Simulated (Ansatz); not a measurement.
# ReBi (zincblende type): a single-point run

The task is a single-point run on ReBi (zincblende type). The structure is shown as the input types it.

Computed with Ansatz 0.2.0 (DFT, PBE, PAW with Ansatz's default frozen-core files, scalar-relativistic, unless a step's input says otherwise).

## (1) The starting structure

The structure is cubic, space group F-43m (No. 216). The conventional cell has a = 6.226 Å, b = 6.226 Å, c = 6.226 Å, α = 90.00°, β = 90.00°, γ = 90.00°. Re (site symmetry -43m) is surrounded by 4 Bi at 2.70 Å. Bi (site symmetry -43m) has 4 Re at 2.70 Å in its first shell of neighbours.

Coordinates:

```xyz
2
Lattice="0.0000 3.1128 3.1128 3.1128 0.0000 3.1128 3.1128 3.1128 0.0000" Properties=species:S:1:pos:R:3 pbc="T T T"
Re    0.0000    0.0000    0.0000
Bi    1.5564    1.5564    1.5564
```

## (2) The calculation

input.yaml

```yaml
crystal:
  lattice:
    - [0.0, 3.1127689995, 3.1127689995]
    - [3.1127689995, 0.0, 3.1127689995]
    - [3.1127689995, 3.1127689995, 0.0]
  atoms:
    - { symbol: Re, position: [0.0, 0.0, 0.0] }
    - { symbol: Bi, position: [0.25, 0.25, 0.25] }
kpoints:
  mp_grid: { grid: [11, 11, 11] }
  band_path:
    path:
      - [0.0, 0.0, 0.0]
      - [-0.5, -0.5, 0.0]
      - [-0.375, -0.375, 0.25]
      - [-0.375, 0.0, 0.375]
      - [0.0, 0.0, 0.0]
      - [0.0, 0.0, 0.5]
      - [-0.5, -0.25, 0.25]
      - [-0.5, -0.5, 0.0]
    npoints: 8
scf:
  occupations: { method: fermi_dirac, width: 0.1 }
  max_iter: 75
hamiltonian:
  xc: pbe
  pseudopotentials: { kind: paw }
output:
  forces: true
  stress: true
  eigenvalues: true
  populations: true
magnetization:
  spin_polarized: true
  initial_magnetization: 40
```

On the command line:

```console
$ ansatz run input.yaml --threads 1 --pin off --max-ram 2048MiB --backend cpu --events-out ev --progress --plain --runs-dir out
```

Q: Will this input give a usable result? If not, why, and what should change?

The program finished normally, with warnings (given moment on shells, seeded moment not kept). Its log warns: «where an SCF of this run starts from atoms to list the orders of its open shells, Re (site 0, from 0) starts with 5.00 μB on its 5d shell ...»

Look at the input: magnetization.spin_polarized is true; magnetization.initial_magnetization is 40. The moment was given up during the SCF, as the warning says. The run ends with a total moment of 1.27 μB.

To check: delete magnetization.spin_polarized and magnetization.initial_magnetization (the default then holds).
